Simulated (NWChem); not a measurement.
# One shape, several levels: GeSi2H6 (SMILES [SiH2]1[SiH2][GeH2]1)

We compute a comparison of 4 runs (HF/STO-3G, HF/3-21G, B3LYP/6-31G*) of GeSi2H6. 

The results are computed with NWChem 7.3.0.

### 1 The system as given

GeSi2H6: 9 atoms, total charge 0, spin state singlet. As SMILES, `[SiH2]1[SiH2][GeH2]1`. The shape is that of a PBE0-D4/def2-TZVP optimisation.

Bond lengths: Si1–Si2 2.328 Å, Si1–Ge3 2.381 Å, Si2–Ge3 2.381 Å, Si1–H4 1.484 Å, Si1–H5 1.484 Å, Si2–H6 1.484 Å, Si2–H7 1.484 Å, Ge3–H8 1.531 Å, Ge3–H9 1.531 Å. Some angles: Si1–Si2–Ge3 60.7°, Si2–Si1–Ge3 60.7°, Si1–Ge3–Si2 58.6°, Si1–Si2–H6 118.7°, Si1–Si2–H7 118.6°, Ge3–Si2–H6 118.4°, Ge3–Si2–H7 118.2°, Si2–Si1–H4 118.7°, Si2–Si1–H5 118.6°, Ge3–Si1–H4 118.4°.

### 2 Energy and forces at HF/STO-3G (run 1)

run.py reads:

```python
from ase import Atoms
from ase.calculators.nwchem import NWChem

system = Atoms(['Si', 'Si', 'Ge', 'H', 'H', 'H', 'H', 'H', 'H'], positions=[
    [-1.023500, 0.159700, -0.877500],
    [1.067600, 0.832000, -0.104800],
    [-0.043700, -0.978400, 0.969600],
    [-1.109100, -0.549900, -2.177800],
    [-2.192100, 1.037100, -0.621500],
    [1.179200, 2.121500, 0.620500],
    [2.262100, 0.530400, -0.931600],
    [0.492300, -2.396900, 0.757800],
    [-0.632900, -0.755400, 2.365200],
])

calc = NWChem(
    label='geh6si2',
    theory='scf',
    memory='2200 mb',
    basis='STO-3G',
    basispar='spherical bse',
    scf={'nopen': '0', 'rhf': None, 'thresh': '1e-08', 'maxiter': '80'},
)
system.calc = calc

forces = system.get_forces()
e = system.get_potential_energy()
print(f"E = {e:.6f} eV")
print("forces (eV/A):")
for s, f in zip(system.symbols, forces):
    print(f"{s:2s} {f[0]:10.5f} {f[1]:10.5f} {f[2]:10.5f}")
print("dipole (e A):", system.get_dipole_moment().round(4))
```

Run with:

```bash
$ export ASE_NWCHEM_COMMAND="nwchem PREFIX.nwi > PREFIX.nwo"
$ python run.py
```

Output:

```text
E = -71468.466142 eV
forces (eV/A):
Si    1.12116    0.02900    0.75138
Si   -1.14759   -0.70263   -0.09081
Ge    0.00689    0.17535   -0.17329
H    -0.01692    0.81190    1.36474
H     1.19428   -0.96612   -0.38304
H    -0.00761   -1.35605   -0.82157
H    -1.22102    0.42994    0.91680
H    -0.79046    1.99199    0.39641
H     0.86132   -0.41333   -1.96062
dipole (e A): [ 0.0033  0.0755 -0.0746]
```

The calculator wrote geh6si2.nwi:

```
title "geh6si2"

permanent_dir geh6si2

scratch_dir geh6si2

start geh6si2

geometry units angstrom nocenter noautosym noautoz
  Si -1.0235000000000001e+00 1.5970000000000001e-01 -8.7749999999999995e-01
  Si 1.0676000000000001e+00 8.3199999999999996e-01 -1.0480000000000000e-01
  Ge -4.3700000000000003e-02 -9.7840000000000005e-01 9.6960000000000002e-01
  H  -1.1091000000000000e+00 -5.4990000000000006e-01 -2.1778000000000000e+00
  H  -2.1920999999999999e+00 1.0370999999999999e+00 -6.2150000000000005e-01
  H  1.1792000000000000e+00 2.1215000000000002e+00 6.2050000000000005e-01
  H  2.2621000000000002e+00 5.3039999999999998e-01 -9.3159999999999998e-01
  H  4.9230000000000002e-01 -2.3969000000000000e+00 7.5780000000000003e-01
  H  -6.3290000000000002e-01 -7.5539999999999996e-01 2.3652000000000002e+00
end

memory 2200 mb

basis spherical bse noprint
   * library STO-3G
end

scf
  nopen 0
  rhf
  thresh 1e-08
  maxiter 80
end

task scf gradient
```

geh6si2.nwo:

```text
Northwest Computational Chemistry Package (NWChem) 7.3.0
             --------------------------------------------------------

           Job information
           ---------------

    nwchem branch   = 7.3.0
    use scalapack   = T
    input           = geh6si2.nwi
    prefix          = geh6si2.
    data base       = geh6si2/geh6si2.db
    status          = startup
    nproc           =        1

           Memory information
           ------------------

    heap     =     72089594 doubles =      550.0 Mbytes
    stack    =     72089599 doubles =      550.0 Mbytes
    global   =    144179200 doubles =     1100.0 Mbytes (distinct from heap & stack)
    total    =    288358393 doubles =     2200.0 Mbytes
    verify   = yes
    hardfail = no

[... 140 lines left out ...]
 Convergence threshold     :          1.000E-08
[... 12 lines left out ...]
       Final RHF  results
[... 3 lines left out ...]
      One-electron energy =  -4334.577743947772
[... 1 line left out ...]
 Nuclear repulsion energy =    325.899649592293
[... 50 lines left out ...]
                       ROHF Final Molecular Orbital Analysis
[... 224 lines left out ...]
                         RHF ENERGY GRADIENTS

    atom               coordinates                        gradient
                 x          y          z           x          y          z
   1 Si     -1.934135   0.301789  -1.658235   -0.021803  -0.000564  -0.014612
   2 Si      2.017471   1.572252  -0.198043    0.022317   0.013664   0.001766
   3 Ge     -0.082581  -1.848908   1.832278   -0.000134  -0.003410   0.003370
[... 5 lines of this table left out ...]
   9 H      -1.196008  -1.427499   4.469580   -0.016750   0.008038   0.038128

                 ----------------------------------------
                 |  Time  |  1-e(secs)   |  2-e(secs)   |
                 ----------------------------------------
                 |  CPU   |       0.00   |       0.59   |
                 ----------------------------------------
                 |  WALL  |       0.00   |       0.59   |
                 ----------------------------------------

 Task  times  cpu:        3.0s     wall:        3.0s
 Total times  cpu:        3.0s     wall:        3.0s
```

Run time: 4.2 s. Hardware: 1 thread of Intel Xeon 6975P-C (Granite Rapids), shared host; peak memory 0.1 GiB.

### 3 Energy and gradient at HF/3-21G (run 2)

test.nw reads:

```
start test
title "GeH6Si2"
memory stack 880 mb heap 220 mb global 1100 mb
charge 0

geometry units bohr noautosym nocenter noautoz
  Si  -1.93413469   0.30178926  -1.65823467
  Si   2.01747161   1.57225214  -0.19804330
  Ge  -0.08258103  -1.84890804   1.83227845
  H   -2.09589524  -1.03916040  -4.11544555
  H   -4.14246864   1.95983496  -1.17446479
  H    2.22836505   4.00905397   1.17257506
  H    4.27474947   1.00231074  -1.76046886
  H    0.93031217  -4.52948455   1.43203446
  H   -1.19600766  -1.42749911   4.46958023
end

basis spherical bse
  * library 3-21G
end

scf
  thresh 1e-08
  maxiter 80
  noprint "final vectors analysis"
end

task scf gradient
```

Run with:

```bash
$ nwchem test.nw > test.out
```

Output:

```text
[...]
  functions       =    60
[...]
  wavefunction    = RHF
[...]
         Total SCF energy =  -2643.546010640679
      One-electron energy =  -4336.377107111048
      Two-electron energy =   1366.931470320380
 Nuclear repulsion energy =    325.899626149989
        Time for solution =      2.5s
[...]
                         RHF ENERGY GRADIENTS
    atom               coordinates                        gradient
                 x          y          z           x          y          z
   1 Si     -1.934135   0.301789  -1.658235    0.016278  -0.000543   0.012067
   2 Si      2.017472   1.572252  -0.198043   -0.016854  -0.011288  -0.000249
   3 Ge     -0.082581  -1.848908   1.832278    0.000613   0.013275  -0.013186
   4 H      -2.095895  -1.039160  -4.115446   -0.001613  -0.000200  -0.000768
   5 H      -4.142469   1.959835  -1.174465   -0.001460  -0.000378  -0.000901
   6 H       2.228365   4.009054   1.172575    0.001634   0.000665   0.000251
   7 H       4.274749   1.002311  -1.760469    0.001520   0.000819   0.000430
   8 H       0.930312  -4.529485   1.432034    0.000503  -0.001965   0.000389
   9 H      -1.196008  -1.427499   4.469580   -0.000623  -0.000385   0.001969
[...]
```

Wall time 4.2 s (1 thread of Intel Xeon 6975P-C (Granite Rapids), shared host); peak memory 0.1 GiB.

Run 3 isn't shown in full; the table further down has it.

### 4 Energy and forces at B3LYP/6-31G(d) (Cartesian functions) (run 4)

run.py reads:

```python
from ase import Atoms
from ase.calculators.nwchem import NWChem

mol = Atoms(['Si', 'Si', 'Ge', 'H', 'H', 'H', 'H', 'H', 'H'], positions=[
    [-1.023500, 0.159700, -0.877500],
    [1.067600, 0.832000, -0.104800],
    [-0.043700, -0.978400, 0.969600],
    [-1.109100, -0.549900, -2.177800],
    [-2.192100, 1.037100, -0.621500],
    [1.179200, 2.121500, 0.620500],
    [2.262100, 0.530400, -0.931600],
    [0.492300, -2.396900, 0.757800],
    [-0.632900, -0.755400, 2.365200],
])

calc = NWChem(
    label='a',
    theory='dft',
    memory='2200 mb',
    basis='6-31G*',
    dft={'xc': 'b3lyp', 'mult': '1', 'grid': 'xfine', 'convergence': 'energy 1e-08', 'iterations': '100', 'mulliken': None},
)
mol.calc = calc

forces = mol.get_forces()
e = mol.get_potential_energy()
print(f"E = {e:.6f} eV")
print("forces (eV/A):")
for s, f in zip(mol.symbols, forces):
    print(f"{s:2s} {f[0]:10.5f} {f[1]:10.5f} {f[2]:10.5f}")
print("dipole (e A):", mol.get_dipole_moment().round(4))
```

Run with:

```bash
$ export ASE_NWCHEM_COMMAND="nwchem PREFIX.nwi > PREFIX.nwo"
$ python run.py
```

Output:

```text
E = -72363.902172 eV
forces (eV/A):
Si   -0.18327    0.02304   -0.15709
Si    0.19324    0.14681   -0.01610
Ge   -0.00699   -0.13390    0.13467
H    -0.02767   -0.00067   -0.05528
H    -0.05111    0.03132   -0.02571
H     0.02993    0.05538    0.00381
H     0.05163    0.02427   -0.02761
H     0.04967   -0.15077   -0.00355
H    -0.05548    0.00442    0.14681
dipole (e A): [ 0.001   0.0249 -0.0245]
```

The calculator wrote a.nwi:

```
title "a"

permanent_dir a

scratch_dir a

start a

geometry units angstrom nocenter noautosym noautoz
  Si -1.0235000000000001e+00 1.5970000000000001e-01 -8.7749999999999995e-01
  Si 1.0676000000000001e+00 8.3199999999999996e-01 -1.0480000000000000e-01
  Ge -4.3700000000000003e-02 -9.7840000000000005e-01 9.6960000000000002e-01
  H  -1.1091000000000000e+00 -5.4990000000000006e-01 -2.1778000000000000e+00
  H  -2.1920999999999999e+00 1.0370999999999999e+00 -6.2150000000000005e-01
  H  1.1792000000000000e+00 2.1215000000000002e+00 6.2050000000000005e-01
  H  2.2621000000000002e+00 5.3039999999999998e-01 -9.3159999999999998e-01
  H  4.9230000000000002e-01 -2.3969000000000000e+00 7.5780000000000003e-01
  H  -6.3290000000000002e-01 -7.5539999999999996e-01 2.3652000000000002e+00
end

memory 2200 mb

basis noprint
   * library 6-31G*
end

dft
  xc b3lyp
  mult 1
  grid xfine
  convergence energy 1e-08
  iterations 100
  mulliken
end

task dft gradient
```

a.nwo:

```text
Northwest Computational Chemistry Package (NWChem) 7.3.0
             --------------------------------------------------------

           Job information
           ---------------

    nwchem branch   = 7.3.0
    use scalapack   = T
    input           = a.nwi
    prefix          = a.
    data base       = a/a.db
    status          = startup
    nproc           =        1

           Memory information
           ------------------

    heap     =     72089594 doubles =      550.0 Mbytes
    stack    =     72089599 doubles =      550.0 Mbytes
    global   =    144179200 doubles =     1100.0 Mbytes (distinct from heap & stack)
    total    =    288358393 doubles =     2200.0 Mbytes
    verify   = yes
    hardfail = no

[... 111 lines left out ...]
  convergence criterion.
[... 40 lines left out ...]
          Spatial weights used:  Erf1
[... 77 lines left out ...]
         Total DFT energy =    -2659.324376468488
[... 3 lines left out ...]
 Nuclear repulsion energy =      325.899649592293
[... 675 lines left out ...]
          Convergence on gradient requested:  5.00D-04
[... 27 lines left out ...]
          total energy or number of iterations.
[... 26 lines left out ...]
                         DFT ENERGY GRADIENTS

    atom               coordinates                        gradient
                 x          y          z           x          y          z
   1 Si     -1.934135   0.301789  -1.658235    0.003564  -0.000448   0.003055
   2 Si      2.017471   1.572252  -0.198043   -0.003758  -0.002855   0.000313
   3 Ge     -0.082581  -1.848908   1.832278    0.000136   0.002604  -0.002619
[... 5 lines of this table left out ...]
   9 H      -1.196008  -1.427499   4.469580    0.001079  -0.000086  -0.002855

                 ----------------------------------------
                 |  Time  |  1-e(secs)   |  2-e(secs)   |
                 ----------------------------------------
                 |  CPU   |       0.01   |       4.92   |
                 ----------------------------------------
                 |  WALL  |       0.01   |       4.92   |
                 ----------------------------------------

 Task  times  cpu:       33.3s     wall:       33.3s
 Total times  cpu:       33.3s     wall:       33.3s
```

It took 35 s on 1 thread of Intel Xeon 6975P-C (Granite Rapids), shared host; peak memory 0.15 GiB.

### 5 The series

| run | level | iteration cap | module | energy (Eh) | dipole moment (D) | HOMO energy (eV) | LUMO energy (eV) | wall time |
| --- | --- | --- | --- | --- | --- | --- | --- | --- |
| 1 | HF/STO-3G | 80 | scf | -2626.417709 | 0.51 | -6.06 | 9.43 | 4.2 s |
| 2 | HF/3-21G | 80 | scf | -2643.546011 | 0.22 | – | – | 4.2 s |
| 3 | B3LYP/6-31G* (spherical functions) | 100 | dft | -2659.315827 | 0.17 | -6.43 | -0.55 | 33 s |
| 4 | B3LYP/6-31G* (Cartesian functions) | 100 | dft | -2659.324376 | 0.17 | -6.43 | -0.55 | 35 s |

### 6 Results

| quantity | value |
| --- | --- |
| run 4: total energy | -2659.32438 Eh |
| run 4: dipole moment | 0.17 D |
| run 4: HOMO energy | -6.43 eV |
| run 4: LUMO energy | -0.55 eV |
| run 4: HOMO–LUMO gap | 5.88 eV |
| run 4: largest force on an atom | 0.243 eV/Å |

What this shows: The dipole moment (its size) runs from 0.17 D (B3LYP/6-31G*) to 0.51 D (HF/STO-3G). The two ends differ in method and basis. Over runs 1, 3, 4 the HOMO–LUMO gap runs from 5.88 eV (B3LYP/6-31G*) to 15.49 eV (HF/STO-3G). In run 1 the basis is minimal, so the values are rough. All runs together took 76 s, the longest 35 s.
